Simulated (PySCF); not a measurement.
# MnN2⁺: the SCF solver's settings

Aim: find out which solver settings change the answer for MnN2⁺.

Computed with PySCF 2.14.0. Level: each script names its method and basis.

6 further runs of the same task are left out: 6 that didn't finish. Runs told in other sessions of the task aren't counted.

### Step 1. Starting geometry

MnN2⁺: 3 atoms, charge 1, spin multiplicity 1.

Bond lengths: Mn1–N2 1.498 Å, Mn1–N3 1.498 Å. Angles: N2–Mn1–N3 106.6°.

As a file:

```xyz
3

Mn    0.0000    0.0000   -0.3021
N     1.2011    0.0000    0.5933
N    -1.2011    0.0000    0.5933
```

### Step 2. The run that the others are compared with

The input, input.py:

```python
from pyscf import gto, dft

mol = gto.M(
    atom='Mn 0 0 -0.3021; N 1.2011 0 0.5933; N -1.2011 0 0.5933',
    basis='lanl2dz',
    ecp={'Mn': 'lanl2dz'},
    charge=1,
    spin=0,
    verbose=3,
)
mf = dft.RKS(mol, xc='blyp')
mf = mf.density_fit(auxbasis='def2-universal-jkfit')
mf.level_shift = 0.3
mf = mf.newton()
mf.kernel()
mf.dip_moment()
print('orbital energies (hartree):', mf.mo_energy[..., max(0, mol.nelec[1]-3):mol.nelec[0]+3].round(4))
```

Run with:

```
OMP_NUM_THREADS=1 python input.py
```

The log of this run is left out.

### Step 3. Convergence threshold 1e-11 hartree

Run 1 changes convergence threshold: default → 1e-11 hartree.

input.py, as its differences from that of step 2:

```diff
@@ -12,2 +12,3 @@
 mf = mf.density_fit(auxbasis='def2-universal-jkfit')
+mf.conv_tol = 1e-11
 mf.level_shift = 0.3
```

### Step 4. Level shift -0.2 hartree

Run 2 changes level shift: 0.3 hartree → -0.2 hartree.

input.py, as its differences from that of step 2:

```diff
@@ -12,3 +12,3 @@
 mf = mf.density_fit(auxbasis='def2-universal-jkfit')
-mf.level_shift = 0.3
+mf.level_shift = -0.2
 mf = mf.newton()
```

Before running it: what results should come out? Wanted: for each run, E(SCF); from base.

The runs gave:

```csv
run,E(SCF) (hartree),from base (eV)
base,-212.862384,0
convergence threshold 1e-11 hartree,-212.862384,0.0000
level shift -0.2 hartree,-212.862384,0.0000
```

With convergence threshold 1e-11 hartree or level shift -0.2 hartree the SCF ends at the base energy.
